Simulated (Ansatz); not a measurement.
**C2F5 radical: up Jacob's ladder to CCSD(T)**

The task here is to estimate one member of a computed series from the others.

Method: functionals in def2-TZVPP, the program's frozen cores in correlated methods; program: Ansatz 0.2.0, Gaussian basis.

Plan: LDA (SPW92), PBE-D4, revPBE-D4, BLYP-D4, r2SCAN-D4, B97M-V, PBE0-D4, B3LYP-D4, r2SCANh-D4, r2SCAN0-D4, HSE06-D4, BHLYP-D4, CAM-B3LYP-D4, LC-ωPBE, ωB97X-V, ωB97M-V, B2PLYP, PBE-QIDH; CCSD(T)/def2-SVP; CCSD(T)/def2-TZVPP; MP2/def2-QZVPP; extrapolation to the limit; RPA on PBE.

### The geometry

The geometry comes from an earlier relaxation with PBE0-D4 in a triple-zeta def2 set; it is a stationary point, not always the lowest conformer.

SMILES `F[C](F)C(F)(F)F`, 7 atoms, charge 0, spin multiplicity 2.

Atoms are counted from 1 here; the program's logs count them from 0.

Bond lengths: F1–C2 1.312 Å, C2–F3 1.312 Å, C2–C4 1.514 Å, C4–F5 1.327 Å, C4–F6 1.327 Å, C4–F7 1.338 Å. Angles: F1–C2–F3 112.2°, F1–C2–C4 114.4°, F3–C2–C4 114.4°, C2–C4–F5 109.7°, C2–C4–F6 109.7°, C2–C4–F7 111.7°, F5–C4–F6 109.4°, F5–C4–F7 108.1°, F6–C4–F7 108.1°.

Set-up of the first run:

in.yaml

```yaml
crystal:
  periodic: [false, false, false]
  atoms:
    - {symbol: F, position_ang: [1.564704, -0.877726, 0.484557]}
    - {symbol: C, position_ang: [0.327997, -0.498129, 0.704389]}
    - {symbol: F, position_ang: [-0.464186, -1.512673, 0.959362]}
    - {symbol: C, position_ang: [-0.216727, 0.480141, -0.314955]}
    - {symbol: F, position_ang: [0.596082, 1.524248, -0.412861]}
    - {symbol: F, position_ang: [-1.420548, 0.893610, 0.059574]}
    - {symbol: F, position_ang: [-0.326022, -0.077472, -1.525766]}
basis:
  gaussian: {orbitals: def2-TZVPP}
magnetization: {spin_polarized: true, initial_magnetization: 1}
hamiltonian: {xc: lda}
output: {orbitals: {seedname: orbitals}}
```

On the command line:

```sh
$ ansatz run in.yaml --threads 2 --pin off --events-out ev --progress --plain --max-ram 32768MiB --backend cpu
```

Among the steps run: LDA; PBE-D4 (GGA); revPBE-D4 (GGA); BLYP-D4 (GGA); r2SCAN-D4 (meta-GGA); B97M-V (meta-GGA); PBE0-D4 (hybrid); B3LYP-D4 (hybrid); r2SCANh-D4 (hybrid); r2SCAN0-D4 (hybrid); HSE06-D4 (hybrid); BHLYP-D4 (hybrid); CAM-B3LYP-D4 (range-separated); LC-ωPBE (range-separated); ωB97X-V (range-separated); ωB97M-V (range-separated); B2PLYP (double hybrid); PBE-QIDH (double hybrid).

One table of the session follows, with a row left open; its other results are not shown here.

It belongs to the step «Orbital energies across the functionals». 

```
  functional  HOMO (eV)  LUMO (eV)  gap (eV)
 LDA (SPW92)      -6.02      -4.43      1.59
      PBE-D4      -5.96      -3.80      2.15
   revPBE-D4      -5.88      -3.62      2.26
     BLYP-D4      -5.88      -3.90      1.98
   r2SCAN-D4      -6.54      -3.16      3.38
      B97M-V      -6.32      -3.59      2.74
     PBE0-D4      -7.81      -2.59      5.22
    B3LYP-D4          ?          ?         ?
  r2SCANh-D4      -7.23      -2.74      4.48
  r2SCAN0-D4      -8.26      -2.13      6.13
    HSE06-D4      -7.40      -2.99      4.41
    BHLYP-D4      -9.61      -1.58      8.04
CAM-B3LYP-D4      -9.35      -1.66      7.69
     LC-ωPBE     -10.75       0.00     10.75
     ωB97X-V     -10.20      -0.50      9.70
     ωB97M-V      -9.94      -0.65      9.29
```

Estimate the missing values for B3LYP-D4.

Worked estimate for «HOMO (eV)». Against the share of exact exchange, BLYP-D4 (0, -5.88), BHLYP-D4 (0.5, -9.61) give a slope of -7.46 per unit share; at 0.2 the line stands at -7.37.

**Answer.** HOMO (eV): -7.52; LUMO (eV): -3.15; gap (eV): 4.37. In «HOMO (eV)» the line misses by +0.15.
